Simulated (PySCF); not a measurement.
**The bond of ICl, level by level**

One job finds the state of ICl, follows it along the bond with each method and fits the curves.

The runs use PySCF 2.14.0; I cc-pVDZ-PP with ECP28, Cl cc-pV(D+d)Z, scalar-relativistic core potentials.

## Step 1: Set-up

Settings of the job:

```
atoms                         : I, Cl
charge                        : 0
basis                         : I cc-pVDZ-PP with ECP28, Cl cc-pV(D+d)Z
Hamiltonian                   : scalar-relativistic core potentials
basis functions               : 46
electrons treated             : 42
masses in u                   : 126.9045, 34.9689
levels                        : PBE0, PBE, r²SCAN, B2PLYP, M06-L, r²SCANh, HF, MP2, SCS-MP2, CCSD, CCSD(T)
grid                          : 80 radial by 434 angular points
occupations                   : held fixed by the projection of orbital angular momentum
dissociation limit            : I + Cl, each in its ground configuration
starting distance in angstrom : 2.280
values of 2S to try           : 0, 2
```

Started as:

```
$ OMP_NUM_THREADS=1 python dia.py task.json out
```

The runs that follow: PBE0 along the bond; Excited determinants; PBE; r²SCAN (meta-GGA); B2PLYP (double hybrid); M06-L (meta-GGA); r²SCANh (hybrid meta-GGA); RHF (mean field); MP2 and coupled cluster.

Before running it: what results should come out? Wanted: for each run, Re; ωe; De; μ.

As calculated:

Lowest PBE0 solution found, without spin–orbit coupling: ¹Σ⁺ (singlet), closed shell. State 2 has its PBE0 minimum 1.39 eV higher. The other levels ran on the lowest alone.

```tsv
level	Re (Å)	ωe (cm⁻¹)	De (eV)	μ (D)
RHF	2.346	403	0.60	-1.71
RHF-MP2	2.364	380	1.81	n/a
RHF-SCS-MP2	2.375	372	1.73	n/a
RHF-CCSD	2.380	366	1.62	n/a
RHF-CCSD(T)	2.389	354	1.73	n/a
PBE	2.377	361	2.44	-1.40
r²SCAN	2.364	372	2.23	-1.44
M06-L	2.367	362	2.37	-1.80
r²SCANh	2.356	380	2.14	-1.45
PBE0	2.349	385	2.18	-1.45
B2PLYP	2.373	371	1.95	-1.60
```

De is counted to I + Cl in their ground configurations. A positive dipole means I(−)Cl(+).

Differences from CCSD(T) in the same basis:

```tsv
level	Re (mÅ)	ωe (%)
RHF	-43	+13.7
RHF-MP2	-25	+7.3
RHF-SCS-MP2	-14	+4.9
RHF-CCSD	-9	+3.2
PBE	-12	+2.0
r²SCAN	-25	+5.0
M06-L	-22	+2.2
r²SCANh	-34	+7.1
PBE0	-40	+8.7
B2PLYP	-16	+4.6
```

In words: Against CCSD(T) in the same basis, the bond length is nearest at RHF-CCSD (-9 mÅ) and farthest at RHF (-43 mÅ); the wavenumber is nearest at PBE (+2.0 %) and farthest at RHF (+13.7 %). Hartree–Fock falls on the short and stiff side, its usual fault. CCSD(T) in a basis this small is itself some way from its limit, more so than the functionals. Of the levels with a De here, RHF gives the least (0.60 eV) and PBE the most (2.44 eV).

Correlated steps freeze 9 core orbitals. Spin–orbit coupling is left out, which matters for elements this heavy, above all for dissociation energies. B2PLYP dipoles, levels and charges come from its SCF part alone.
